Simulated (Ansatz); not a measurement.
# C₂H₃NSe: one species, many methods

Aim: compute C₂H₃NSe with functionals from several rungs and with coupled cluster, and see how far each lands from CCSD(T) at the basis-set limit for the atomisation energy.

The runs use Ansatz 0.2.0, Gaussian basis; functionals in def2-TZVPP, the program's frozen cores in correlated methods.

Levels to be run: LDA (SPW92), PBE-D4, revPBE-D4, BLYP-D4, r2SCAN-D4, B97M-V, PBE0-D4, B3LYP-D4, r2SCANh-D4, r2SCAN0-D4, HSE06-D4, BHLYP-D4, CAM-B3LYP-D4, LC-ωPBE, ωB97X-V, ωB97M-V, B2PLYP, PBE-QIDH; CCSD(T)/def2-SVP; CCSD(T)/def2-TZVPP; MP2/def2-QZVPP; extrapolation to the limit; RPA on PBE.

**1. The geometry**

All runs share one geometry, relaxed beforehand with PBE0-D4 in a triple-zeta def2 set.

SMILES `C[Se]C#N`, 7 atoms, charge 0, spin multiplicity 1.

Atoms are counted from 1 here; the program's logs count them from 0.

Bond lengths: C1–Se2 1.949 Å, C1–H5 1.087 Å, C1–H6 1.089 Å, C1–H7 1.087 Å, Se2–C3 1.829 Å, C3–N4 1.155 Å. Angles: Se2–C1–H5 109.7°, Se2–C1–H6 105.3°, Se2–C1–H7 109.7°, H5–C1–H6 110.2°, H5–C1–H7 111.5°, H6–C1–H7 110.2°, C1–Se2–C3 96.5°, Se2–C3–N4 178.7°.

**2. LDA**

This LDA is Slater exchange with PW92 correlation.

The input, in.yaml:

```yaml
crystal:
  periodic: [false, false, false]
  atoms:
    - {symbol: C, position_ang: [-0.645385, 0.741782, -0.239941]}
    - {symbol: Se, position_ang: [0.723142, 0.345525, 1.090100]}
    - {symbol: C, position_ang: [1.173417, -1.303941, 0.440303]}
    - {symbol: N, position_ang: [1.474844, -2.347472, 0.048744]}
    - {symbol: H, position_ang: [-0.199220, 0.760775, -1.230568]}
    - {symbol: H, position_ang: [-1.023135, 1.729549, 0.021912]}
    - {symbol: H, position_ang: [-1.442362, 0.005881, -0.176349]}
basis:
  gaussian: {orbitals: def2-TZVPP}
hamiltonian: {xc: lda}
output: {orbitals: {seedname: orbitals}}
```

The run is started by

```
> ansatz run in.yaml --threads 2 --pin off --events-out ev --progress --plain --max-ram 4352MiB
```

After this run come: PBE-D4 (GGA); revPBE-D4 (GGA); BLYP-D4 (GGA); r2SCAN-D4 (meta-GGA); B97M-V (meta-GGA); PBE0-D4 (hybrid); B3LYP-D4 (hybrid); r2SCANh-D4 (hybrid); r2SCAN0-D4 (hybrid); HSE06-D4 (hybrid); BHLYP-D4 (hybrid); CAM-B3LYP-D4 (range-separated); LC-ωPBE (range-separated); ωB97X-V (range-separated); ωB97M-V (range-separated); B2PLYP (double hybrid); PBE-QIDH (double hybrid); CCSD(T) in def2-SVP; CCSD(T) in def2-TZVPP; MP2 in def2-QZVPP; RPA on PBE orbitals.

Before running them: what should the planned runs give, taken together? Wanted: atomisation energy, CCSD(T)/CBS; farthest beyond LDA; mean size of error, GGA; mean size of error, meta-GGA; mean size of error, hybrid; mean size of error, range-separated; mean size of error, double hybrid; gap, smallest and largest; T1 diagnostic.

As calculated:

| quantity | value |
| --- | --- |
| atomisation energy, CCSD(T)/CBS | 28.191 eV |
| functionals within 0.282 eV (1.0 %) | r2SCAN-D4, B97M-V, PBE0-D4, B3LYP-D4, HSE06-D4, CAM-B3LYP-D4, LC-ωPBE, ωB97X-V, ωB97M-V, B2PLYP, PBE-QIDH |
| farthest beyond LDA | BHLYP-D4 (-1.270 eV) |
| mean size of error, GGA | 0.647 eV |
| mean size of error, meta-GGA | 0.006 eV |
| mean size of error, hybrid | 0.470 eV |
| mean size of error, range-separated | 0.081 eV |
| mean size of error, double hybrid | 0.179 eV |
| gap, smallest and largest | 4.21 eV (LDA (SPW92)), 11.27 eV (LC-ωPBE) |
| T1 diagnostic | 0.0117 |
| triples share of the correlation energy | 4.5 % |

The LDA atomisation energy is off by 4.697 eV (17 %): it overbinds. PBE-D4 is off by +1.179 eV. Double hybrids carry the basis error of their MP2 part in triple zeta, and no dispersion term here, so their miss is partly the set-up's. The rungs meta-GGA, range-separated, double hybrid miss on average by less than the doubt on the reference (0.282 eV), so they tie. The reference freezes the cores and leaves out relativity and excitations past (T), and its outer-core shells are covered unevenly, so misses under about 0.282 eV can't be ranked. All levels share the lack of spin-orbit coupling, which lowers the free heavy atoms and so the true binding. Hartree-Fock recovers 67 % of the binding; the rest is correlation. CCSD(T) in def2-SVP is off by -1.764 eV, worse than the median functional, from the basis alone. The gap grows from 4.2 to 11.3 eV across the functionals, mostly with the share of exact exchange. Correlated methods include outer-core shells of Se, which these sets cover unevenly.
